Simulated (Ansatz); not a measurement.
# CH5FGeOSi: a ladder of functionals and wavefunction methods

How much do the methods differ for CH5FGeOSi? The plan is to run it at one geometry with functionals of several rungs and with coupled cluster. The yardstick is the atomisation energy at the CCSD(T) limit.

The runs use Ansatz 0.2.0, Gaussian basis; functionals in def2-TZVPP, the program's frozen cores in correlated methods.

Plan: PBE-D4, r2SCAN-D4, PBE0-D4, B3LYP-D4, ωB97X-V, ωB97M-V, B2PLYP; CCSD(T)/def2-TZVPP; MP2/def2-QZVPP; extrapolation to the limit.

### Step 1. Structure used throughout

An earlier PBE0-D4 in a triple-zeta def2 set relaxation fixed the geometry.

SMILES `F[CH2][GeH]1[O][SiH2]1`, 10 atoms, charge 0, spin multiplicity 1.

Atoms are counted from 1 here; the program's logs count them from 0.

Bond lengths: F1–C2 1.382 Å, C2–Ge3 1.972 Å, C2–H6 1.094 Å, C2–H7 1.094 Å, Ge3–O4 1.892 Å, Ge3–Si5 2.260 Å, Ge3–H8 1.536 Å, O4–Si5 1.650 Å, Si5–H9 1.484 Å, Si5–H10 1.485 Å. Angles: F1–C2–Ge3 110.9°, F1–C2–H6 108.9°, F1–C2–H7 108.5°, Ge3–C2–H6 108.5°, Ge3–C2–H7 110.9°, H6–C2–H7 109.1°, C2–Ge3–O4 108.4°, C2–Ge3–Si5 123.2°, C2–Ge3–H8 111.1°, O4–Ge3–Si5 45.8°, O4–Ge3–H8 108.8°, Si5–Ge3–H8 124.5°, Ge3–O4–Si5 79.0°, Ge3–Si5–O4 55.2°, Ge3–Si5–H9 122.9°, Ge3–Si5–H10 122.7°, O4–Si5–H9 117.3°, O4–Si5–H10 116.9° and more.

### Step 2. PBE-D4 (GGA)

File in.yaml:

```yaml
crystal:
  periodic: [false, false, false]
  atoms:
    - {symbol: F, position_ang: [-1.215103, 1.089353, 2.246857]}
    - {symbol: C, position_ang: [-0.282037, 1.229170, 1.236880]}
    - {symbol: Ge, position_ang: [0.221461, -0.527403, 0.495074]}
    - {symbol: O, position_ang: [-0.933843, -0.916635, -0.951556]}
    - {symbol: Si, position_ang: [0.529354, -0.894274, -1.713861]}
    - {symbol: H, position_ang: [-0.715319, 1.833128, 0.434661]}
    - {symbol: H, position_ang: [0.592561, 1.745880, 1.641912]}
    - {symbol: H, position_ang: [0.084180, -1.634595, 1.550772]}
    - {symbol: H, position_ang: [1.036265, -2.180253, -2.253730]}
    - {symbol: H, position_ang: [0.765483, 0.204529, -2.684111]}
basis:
  gaussian: {orbitals: def2-TZVPP}
hamiltonian: {xc: pbe, dispersion: d4}
output: {forces: true, orbitals: {seedname: orbitals}}
```

On the command line:

```bash
$ ansatz run in.yaml --threads 4 --pin off --events-out ev --progress --plain --max-ram 10444MiB
```

The runs that follow: r2SCAN-D4 (meta-GGA); PBE0-D4 (hybrid); B3LYP-D4 (hybrid); ωB97X-V (range-separated); ωB97M-V (range-separated); B2PLYP (double hybrid); CCSD(T) in def2-TZVPP; MP2 in def2-QZVPP.

**Question.** What will the summary of the whole plan be? Wanted: atomisation energy, CCSD(T)/CBS; farthest; mean size of error, hybrid; mean size of error, range-separated; gap, smallest and largest; T1 diagnostic; triples share of the correlation energy.

**Answer**, as computed:

| quantity | value |
| --- | --- |
| atomisation energy, CCSD(T)/CBS | 803.7 kcal/mol |
| functionals within 8.0 kcal/mol (1.0 %) | r2SCAN-D4, ωB97X-V, ωB97M-V |
| farthest | B2PLYP (-14.4 kcal/mol) |
| mean size of error, hybrid | 8.8 kcal/mol |
| mean size of error, range-separated | 3.1 kcal/mol |
| gap, smallest and largest | 4.04 eV (PBE-D4), 10.16 eV (ωB97X-V) |
| T1 diagnostic | 0.0137 |
| triples share of the correlation energy | 3.7 % |

PBE-D4 is off by +10.6 kcal/mol. Double hybrids carry the basis error of their MP2 part in triple zeta, and no dispersion term here, so their miss is partly the set-up's. Misses under about 8.0 kcal/mol are within the doubt on the reference itself, which lacks core-valence correlation, relativity and higher excitations, and its outer-core shells are covered unevenly. Hartree-Fock recovers 69 % of the binding; the rest is correlation. The gap grows from 4.0 to 10.2 eV across the functionals, mostly with the share of exact exchange. Correlated methods include outer-core shells of Ge, which these sets cover unevenly.
